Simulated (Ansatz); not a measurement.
# C₂H₂Se (SMILES C=C=[Se]): one structure at several levels

The atoms stand at a structure displaced at random from a GFN2-xTB minimum. How far do the functionals agree with CCSD(T) there?

Program: Ansatz 0.2.0, Gaussian basis. Level of theory: single points in def2-TZVPP. These are calculated values, not measurements.

Correlated methods freeze the cores. Filled d shells of the heavier atoms are correlated.

## Step 1: Where the work starts

SMILES `C=C=[Se]`, 5 atoms, charge 0, spin multiplicity 1.

Atoms are counted from 1 here; the program's logs count them from 0.

Bond lengths: C1–C2 1.301 Å, C1–H4 1.078 Å, C1–H5 1.087 Å, C2–Se3 1.678 Å. Angles: C2–C1–H4 122.6°, C2–C1–H5 122.4°, H4–C1–H5 115.0°, C1–C2–Se3 179.5°.

Geometry (Å):

```mol
C2H2Se
  3D, bonds by distance, orders not assigned

  5  4  0  0  0  0  0  0  0  0999 V2000
    0.4304   -0.4362   -0.1672 C   0  0
   -0.4574    0.4487    0.1822 C   0  0
   -1.6100    1.5875    0.6199 Se  0  0
    1.2854   -0.1911   -0.7763 H   0  0
    0.3545   -1.4822    0.1175 H   0  0
  1  2  8  0
  1  4  8  0
  1  5  8  0
  2  3  8  0
M  END
```

## Step 2: CCSD(T)/def2-TZVPP

Contents of run/in.yaml:

```yaml
crystal:
  periodic: [false, false, false]
  atoms:
    - {symbol: C, position_ang: [0.430400, -0.436200, -0.167200]}
    - {symbol: C, position_ang: [-0.457400, 0.448700, 0.182200]}
    - {symbol: Se, position_ang: [-1.610000, 1.587500, 0.619900]}
    - {symbol: H, position_ang: [1.285400, -0.191100, -0.776300]}
    - {symbol: H, position_ang: [0.354500, -1.482200, 0.117500]}
basis:
  gaussian: {orbitals: def2-TZVPP}
correlation: {method: ccsd_t}
output: {forces: true}
```

The command line of these runs was not kept.

## Step 3: PBE0-D4/def2-TZVPP

run/in.yaml: that of step 2 with these lines changed.

```diff
@@ -10,3 +10,3 @@
   gaussian: {orbitals: def2-TZVPP}
-correlation: {method: ccsd_t}
-output: {forces: true}
+hamiltonian: {xc: pbe0, dispersion: d4}
+output: {forces: true, orbitals: {seedname: orbitals}}
```

## Step 4: wB97M-V/def2-TZVPP

run/in.yaml: that of step 3 with these lines changed.

```diff
@@ -10,3 +10,3 @@
   gaussian: {orbitals: def2-TZVPP}
-hamiltonian: {xc: pbe0, dispersion: d4}
-output: {forces: true, orbitals: {seedname: orbitals}}
+hamiltonian: {xc: {name: wB97M-V}}
+output: {forces: true}
```

## Step 5: r2SCAN-D4/def2-TZVPP

run/in.yaml: that of step 4 with these lines changed.

```diff
@@ -10,3 +10,3 @@
   gaussian: {orbitals: def2-TZVPP}
-hamiltonian: {xc: {name: wB97M-V}}
+hamiltonian: {xc: r2scan, dispersion: d4}
 output: {forces: true}
```

## Step 6: PBE-D4/def2-TZVPP

run/in.yaml: that of step 5 with these lines changed.

```diff
@@ -10,3 +10,3 @@
   gaussian: {orbitals: def2-TZVPP}
-hamiltonian: {xc: r2scan, dispersion: d4}
+hamiltonian: {xc: pbe, dispersion: d4}
 output: {forces: true}
```

## Step 7: CAM-B3LYP-D4/def2-TZVPP

run/in.yaml: that of step 6 with these lines changed.

```diff
@@ -10,3 +10,3 @@
   gaussian: {orbitals: def2-TZVPP}
-hamiltonian: {xc: pbe, dispersion: d4}
+hamiltonian: {xc: {name: CAM-B3LYP}, dispersion: d4}
 output: {forces: true}
```

## Step 8: BHLYP-D4/def2-TZVPP

run/in.yaml: that of step 7 with these lines changed.

```diff
@@ -10,3 +10,3 @@
   gaussian: {orbitals: def2-TZVPP}
-hamiltonian: {xc: {name: CAM-B3LYP}, dispersion: d4}
+hamiltonian: {xc: {name: BHLYP}, dispersion: d4}
 output: {forces: true}
```

(Steps that only read results are left out.)

**Question.** What will these runs give? Wanted: energy less free atoms, CCSD(T)/def2-TZVPP; RMS force component; RMS force error; HOMO and LUMO, PBE0-D4; T1 diagnostic.

The runs gave:

| quantity | value |
| --- | --- |
| energy less free atoms, CCSD(T)/def2-TZVPP | -19.262 eV |
| RMS force component | 0.294 to 0.461 eV/Å over the methods |
| RMS force error | PBE0-D4 0.314, wB97M-V 0.307, r2SCAN-D4 0.272, PBE-D4 0.225, CAM-B3LYP-D4 0.379, BHLYP-D4 0.439 eV/Å |
| HOMO and LUMO, PBE0-D4 | -6.43 and -2.34 eV |
| T1 diagnostic | 0.016 |

What this shows: Against CCSD(T) the functionals' energies less atoms differ by -1.566 to +0.317 eV, PBE-D4 by -1.566 eV. The reference is not at the basis limit: in triple zeta CCSD(T) underbinds, which counts against methods that bind more; the gaps are no ranking. For forces PBE-D4 does best and BHLYP-D4 worst. Frozen-core CCSD(T) forces in triple zeta carry basis errors of their own, and this is one geometry, so small gaps rank nothing. The restricted Hartree–Fock reference is unstable towards an unrestricted one at one or more of these structures.
